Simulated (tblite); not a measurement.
# C13H12: the cost of one run

The runs use tblite 0.8.0 and PySCF 2.14.0, with density-fitted response routines of our own; the level of theory stands in each step. All values are computed, except where a source is named. Atoms count from 0, in the outputs and in this text.

## (1) The molecule as given

25 atoms, charge 0, multiplicity 1; geometry from: force field or distance geometry start.

Bonds of the start (Å): C0–C1 1.35, C1–C2 1.51, C2–C3 1.48, C3–C4 1.33, C4–C5 1.47, C5–C6 1.46, C6–C7 1.38, C7–C8 1.40, C8–C9 1.37, C9–C10 1.37, C10–C11 1.40, C5–C12 1.33, C12–C0 1.46, C11–C6 1.38, C0–H13 1.09, C1–H14 1.08, C2–H15 1.12, C2–H16 1.12, C3–H17 1.11, C4–H18 1.07, C7–H19 1.08, C8–H20 1.08, C9–H21 1.08, C10–H22 1.11, C11–H23 1.06, C12–H24 1.08.

## (2) Relaxing the molecule with GFN2-xTB

Job settings and geometry (Å):

```
{"job": {"kind": "relax", "xc": "GFN2-xTB", "basis": "xTB"}, "charge": 0, "multiplicity": 1}
C     -2.175300     1.834900     0.266800
C     -3.280700     1.058200     0.254200
C     -3.352400    -0.452900     0.275300
C     -2.362300    -1.068500    -0.636400
C     -1.073000    -0.823400    -0.831400
C     -0.268800     0.225200    -0.179700
C      1.165100    -0.015400    -0.051700
C      1.713900    -1.208100    -0.469500
C      3.085700    -1.485300    -0.376400
C      3.958100    -0.565900     0.153800
C      3.423300     0.628200     0.575100
C      2.049100     0.896200     0.482100
C     -0.793100     1.352200     0.291000
H     -2.335800     2.911000     0.259600
H     -4.244300     1.552200     0.255900
H     -4.390900    -0.779100     0.010000
H     -3.138100    -0.738200     1.335500
H     -2.733600    -1.913800    -1.245400
H     -0.591300    -1.435600    -1.560100
H      1.138600    -2.022100    -0.894800
H      3.473000    -2.430700    -0.720000
H      5.011500    -0.806200     0.208100
H      4.096000     1.394900     1.014700
H      1.749000     1.846000     0.839000
H     -0.134500     2.070200     0.753600
```

Run with:

```
OMP_NUM_THREADS=2 python probes_run.py task.json out
```

The driver reads the jobs from task.json and runs them one after another.

**Question.** How long does this first job take on 2 threads of Intel Xeon 6975P-C, shared host, and how much memory does it need?

About 1 s, with a peak of 0.18 GiB.
